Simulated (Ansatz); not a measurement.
**C₂H₃BO: a ladder of functionals and wavefunction methods**

The task here is to estimate one member of a computed series from the others.

Method: functionals in def2-TZVPP, the program's frozen cores in correlated methods; program: Ansatz 0.2.0, Gaussian basis.

Levels to be run: LDA (SPW92), PBE-D4, revPBE-D4, BLYP-D4, r2SCAN-D4, B97M-V, PBE0-D4, B3LYP-D4, r2SCANh-D4, r2SCAN0-D4, HSE06-D4, BHLYP-D4, CAM-B3LYP-D4, LC-ωPBE, ωB97X-V, ωB97M-V, B2PLYP, PBE-QIDH; CCSD(T)/def2-SVP; CCSD(T)/def2-TZVPP; MP2/def2-QZVPP; extrapolation to the limit; RPA on PBE.

### The geometry

The geometry comes from an earlier relaxation with PBE0-D4 in a triple-zeta def2 set; it is a stationary point, not always the lowest conformer.

SMILES `OC1=CB1`, 7 atoms, charge 0, spin multiplicity 1.

Atoms are counted from 1 here; the program's logs count them from 0.

Bond lengths: O1–C2 1.325 Å, O1–H5 0.963 Å, C2–C3 1.346 Å, C2–B4 1.470 Å, C3–B4 1.469 Å, C3–H6 1.081 Å, B4–H7 1.183 Å. Angles: C2–O1–H5 108.8°, O1–C2–C3 138.0°, O1–C2–B4 159.3°, C3–C2–B4 62.7°, C2–C3–B4 62.8°, C2–C3–H6 141.1°, B4–C3–H6 156.1°, C2–B4–C3 54.5°, C2–B4–H7 153.9°, C3–B4–H7 151.6°.

Set-up of the first run:

Contents of in.yaml:

```yaml
crystal:
  periodic: [false, false, false]
  atoms:
    - {symbol: O, position_ang: [-1.688924, 0.266273, 0.038773]}
    - {symbol: C, position_ang: [-0.381752, 0.055752, -0.001555]}
    - {symbol: C, position_ang: [0.582144, -0.407391, 0.815067]}
    - {symbol: B, position_ang: [0.988273, 0.013056, -0.532964]}
    - {symbol: H, position_ang: [-1.971978, 0.623607, -0.809438]}
    - {symbol: H, position_ang: [0.724067, -0.795103, 1.813584]}
    - {symbol: H, position_ang: [1.809372, 0.175806, -1.369167]}
basis:
  gaussian: {orbitals: def2-TZVPP}
hamiltonian: {xc: lda}
output: {orbitals: {seedname: orbitals}}
```

Started as:

```
> ansatz run in.yaml --threads 2 --pin off --events-out ev --progress --plain --max-ram 4352MiB
```

Steps of the session up to this table: LDA; PBE-D4 (GGA); revPBE-D4 (GGA); BLYP-D4 (GGA); r2SCAN-D4 (meta-GGA); B97M-V (meta-GGA); B3LYP-D4 (hybrid); r2SCANh-D4 (hybrid); r2SCAN0-D4 (hybrid); HSE06-D4 (hybrid); BHLYP-D4 (hybrid); CAM-B3LYP-D4 (range-separated); LC-ωPBE (range-separated); ωB97X-V (range-separated); ωB97M-V (range-separated); B2PLYP (double hybrid); PBE-QIDH (double hybrid).

One table of the session follows, with a row left open; its other results are not shown here.

It belongs to the step «Orbital energies across the functionals». 

```
  functional  HOMO (eV)  gap (eV)
 LDA (SPW92)      -6.78      5.72
      PBE-D4          ?         ?
   revPBE-D4      -6.60      5.89
     BLYP-D4      -6.56      5.89
   r2SCAN-D4      -6.91      6.46
      B97M-V      -7.01      6.61
     PBE0-D4      -8.04      8.26
    B3LYP-D4      -7.84      7.81
  r2SCANh-D4      -7.43      7.34
  r2SCAN0-D4      -8.21      8.65
    HSE06-D4      -7.64      7.47
    BHLYP-D4      -9.27     10.45
CAM-B3LYP-D4      -9.48     10.78
     LC-ωPBE     -10.84     13.31
     ωB97X-V     -10.46     12.85
     ωB97M-V     -10.34     12.25
```

**Question.** Estimate the row for PBE-D4.

**Answer.** HOMO (eV): -6.66; gap (eV): 5.85. In the column «HOMO (eV)» it lies between LDA (SPW92) (-6.78) and revPBE-D4 (-6.60).
